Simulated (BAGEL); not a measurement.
# [CH4BCl2]− (SMILES Cl[BH2-]CCl): HF/6-31G(d) (density fitting with qzvpp-jkfit, spherical functions)

Aim: the vertical singlet–triplet gap of [CH4BCl2]− at HF/6-31G* (density fitting with qzvpp-jkfit, spherical functions), from 2 runs. 

Program for the calculation: BAGEL 1.2.2.

4 further runs of the same task are left out: 2 that didn't finish, 2 set aside as unsound or not needed. Runs told in other sessions of the task aren't counted.

## (1) The system as given

[CH4BCl2]−: 8 atoms, total charge -1, spin state singlet. SMILES: `Cl[BH2-]CCl`. Geometry: relaxed at GFN2-xTB. This is one conformer, not always the lowest.

Bond lengths: Cl1–B2 1.878 Å, B2–C3 1.636 Å, C3–Cl4 1.787 Å, B2–H5 1.199 Å, B2–H6 1.206 Å, C3–H7 1.092 Å, C3–H8 1.094 Å. Some angles: Cl1–B2–C3 108.6°, B2–C3–Cl4 115.5°, Cl1–B2–H5 107.5°, Cl1–B2–H6 106.4°, C3–B2–H5 113.3°, C3–B2–H6 107.7°, B2–C3–H7 112.9°, B2–C3–H8 110.7°, Cl4–C3–H7 104.7°, Cl4–C3–H8 104.3°.

## (2) A single-point energy at HF/6-31G(d) (density fitting with qzvpp-jkfit, spherical functions)

File hf.json:

```json
{ "bagel" : [

{
  "title" : "molecule",
  "basis" : "6-31gs.json",
  "df_basis" : "qzvpp-jkfit",
  "angstrom" : true,
  "geometry" : [
    { "atom" : "Cl", "xyz" : [      -1.861810,       1.172250,       0.212220 ] },
    { "atom" : "B", "xyz" : [      -0.017030,       0.837840,       0.103280 ] },
    { "atom" : "C", "xyz" : [       0.216930,      -0.779390,       0.023380 ] },
    { "atom" : "Cl", "xyz" : [       0.037740,      -1.503870,      -1.600540 ] },
    { "atom" : "H", "xyz" : [       0.400710,       1.424710,      -0.855170 ] },
    { "atom" : "H", "xyz" : [       0.461980,       1.226640,       1.139520 ] },
    { "atom" : "H", "xyz" : [      -0.475420,      -1.340620,       0.654700 ] },
    { "atom" : "H", "xyz" : [       1.236900,      -1.037570,       0.322610 ] }
  ]
},

{
  "title" : "hf",
  "charge" : -1
},

{
  "title" : "print",
  "file" : "orbitals.molden",
  "orbitals" : true
}

]}
```

The basis set 6-31G* is read from a file made from the Basis Set Exchange's data (not shown).

The run is started by

```
$ BAGEL_NUM_THREADS=1 BAGEL hf.json > hf.out
```

The log of the run:

```text
* using 1 threads per process

  ===============================================================
  ===============================================================

  *** Geometry ***

  { "atom" : "Cl", "xyz" : [     -3.518311,      2.215231,      0.401038 ] },
  { "atom" : "B", "xyz" : [     -0.032182,      1.583288,      0.195171 ] },
  { "atom" : "C", "xyz" : [      0.409938,     -1.472834,      0.044182 ] },
  { "atom" : "Cl", "xyz" : [      0.071318,     -2.841902,     -3.024582 ] },
  { "atom" : "H", "xyz" : [      0.757232,      2.692312,     -1.616037 ] },
  { "atom" : "H", "xyz" : [      0.873016,      2.318014,      2.153381 ] },
  { "atom" : "H", "xyz" : [     -0.898414,     -2.533405,      1.237204 ] },
  { "atom" : "H", "xyz" : [      2.337402,     -1.960723,      0.609645 ] },

  Number of auxiliary basis functions:      478

  Since a DF basis is specified, we compute 2- and 3-index integrals:
    o Being stored without compression. Storage requirement is 0.020 GB

  Number of basis functions:       72
  Number of electrons      :       49

    * METHOD: MOLECULE                             0.55

  *** RHF ***

  === Nuclear Repulsion ===
   181.2843420913

      * DIIS with orbital gradients will be used.

  === RHF iteration (6-31gs.json) ===
      0       -983.82555942          0.01132131           0.14
      1       -983.90063980          0.00347831           0.12
      2       -983.90731401          0.00119094           0.14
      3       -983.90806256          0.00020936           0.13
      4       -983.90809433          0.00006174           0.15
      5       -983.90809724          0.00001636           0.14
      6       -983.90809755          0.00000494           0.11
      7       -983.90809759          0.00000140           0.11
      8       -983.90809759          0.00000045           0.11
      9       -983.90809759          0.00000016           0.14
     10       -983.90809759          0.00000005           0.12
     11       -983.90809759          0.00000002           0.12
     12       -983.90809759          0.00000000           0.12
    * SCF iteration converged.

    * Permanent dipole moment:
           (   -0.333514,     1.214391,     0.064368) a.u.

    * METHOD: HF                                   2.02

    * METHOD: PRINT                                0.04

  ===============================================================
```

Run time: 3.3 s. Hardware: 1 thread of AMD EPYC, shared host; peak memory 0.1 GiB.

## (3) The triplet

Changes to hf.json since step 2:

```diff
@@ -19,12 +19,5 @@
 
-{
-  "title" : "hf",
-  "charge" : -1
-},
+{ "title" : "uhf", "charge" : -1, "nopen" : 2 },
 
-{
-  "title" : "print",
-  "file" : "orbitals.molden",
-  "orbitals" : true
-}
+{ "title" : "print", "file" : "orbitals.molden", "orbitals" : true }
```

The basis set 6-31G* is read from a file made from the Basis Set Exchange's data (not shown).

The run is started by

```
$ BAGEL_NUM_THREADS=1 BAGEL hf.json > hf.out
```

The log of the run:

```text
* using 1 threads per process

  ===============================================================
  ===============================================================

  *** Geometry ***

  { "atom" : "Cl", "xyz" : [     -3.518311,      2.215231,      0.401038 ] },
  { "atom" : "B", "xyz" : [     -0.032182,      1.583288,      0.195171 ] },
  { "atom" : "C", "xyz" : [      0.409938,     -1.472834,      0.044182 ] },
  { "atom" : "Cl", "xyz" : [      0.071318,     -2.841902,     -3.024582 ] },
  { "atom" : "H", "xyz" : [      0.757232,      2.692312,     -1.616037 ] },
  { "atom" : "H", "xyz" : [      0.873016,      2.318014,      2.153381 ] },
  { "atom" : "H", "xyz" : [     -0.898414,     -2.533405,      1.237204 ] },
  { "atom" : "H", "xyz" : [      2.337402,     -1.960723,      0.609645 ] },

  Number of auxiliary basis functions:      478

  Since a DF basis is specified, we compute 2- and 3-index integrals:
    o Being stored without compression. Storage requirement is 0.020 GB

  Number of basis functions:       72
  Number of electrons      :       49

    * METHOD: MOLECULE                             0.56

  *** Open-shell HF ***

  === Nuclear Repulsion ===
   181.2843420913

      * DIIS with orbital gradients will be used.

  === UHF iteration (6-31gs.json) ===
      0       -983.54886132          0.02147884           0.30
      1       -983.63029522          0.00830366           0.27
      2       -983.64343484          0.00467029           0.26
      3       -983.64710457          0.00135888           0.27
      4       -983.64894220          0.00074660           0.33
      5       -983.64952271          0.00043052           0.23
      6       -983.64983994          0.00028432           0.22
      7       -983.64994391          0.00023894           0.23
      8       -983.65007159          0.00020352           0.23
      9       -983.65021853          0.00017467           0.24
     10       -983.65029410          0.00016364           0.24
     11       -983.65045087          0.00016208           0.23
     12       -983.65050454          0.00015855           0.26
     13       -983.65056825          0.00015648           0.24
     14       -983.65096044          0.00014743           0.23
     15       -983.65118424          0.00013326           0.23
     16       -983.65086183          0.00017220           0.23
     17       -983.65138570          0.00006288           0.23
     18       -983.65137318          0.00007460           0.25
     19       -983.65128630          0.00030776           0.23
     20       -983.65139320          0.00005883           0.24
     21       -983.65139739          0.00000827           0.24
     22       -983.65139750          0.00000258           0.23
     23       -983.65139753          0.00000163           0.23
     24       -983.65139753          0.00000102           0.24
     25       -983.65139754          0.00000052           0.25
     26       -983.65139754          0.00000033           0.24
     27       -983.65139754          0.00000024           0.24
     28       -983.65139754          0.00000022           0.24
     29       -983.65139754          0.00000020           0.24
     30       -983.65139754          0.00000016           0.24
     31       -983.65139754          0.00000010           0.24
     32       -983.65139754          0.00000007           0.24
     33       -983.65139754          0.00000006           0.24
     34       -983.65139754          0.00000006           0.25
     35       -983.65139754          0.00000005           0.24
     36       -983.65139754          0.00000003           0.24
     37       -983.65139754          0.00000003           0.23
     38       -983.65139754          0.00000002           0.24
     39       -983.65139754          0.00000002           0.24
     40       -983.65139754          0.00000001           0.23
     41       -983.65139754          0.00000001           0.24
     42       -983.65139754          0.00000001           0.24
    * SCF iteration converged.

    * S^2 (UHF) is 2.0201

    * Permanent dipole moment:
           (   -0.241787,     1.150580,     0.279198) a.u.

    * METHOD: UHF                                 10.83

    * METHOD: PRINT                                0.03

  ===============================================================
```

Wall time 12 s (1 thread of AMD EPYC, shared host); peak memory 0.1 GiB.

## (4) Results

At HF/6-31G* (density fitting with qzvpp-jkfit, spherical functions):

| quantity | value |
| --- | --- |
| singlet: total energy | -983.90810 Eh |
| singlet: HOMO energy | -5.33 eV |
| singlet: LUMO energy | 10.25 eV |
| singlet: HOMO–LUMO gap (to an unbound level, set by the basis) | 15.58 eV |
| triplet: total energy | -983.65140 Eh |
| triplet: ⟨S²⟩ | 2.020 |
| vertical energy of the triplet above the singlet | 6.985 eV |

What this shows: At this shape the triplet lies 6.99 eV (674 kJ/mol) above the singlet. For an anion a state so high probably lies above electron detachment.
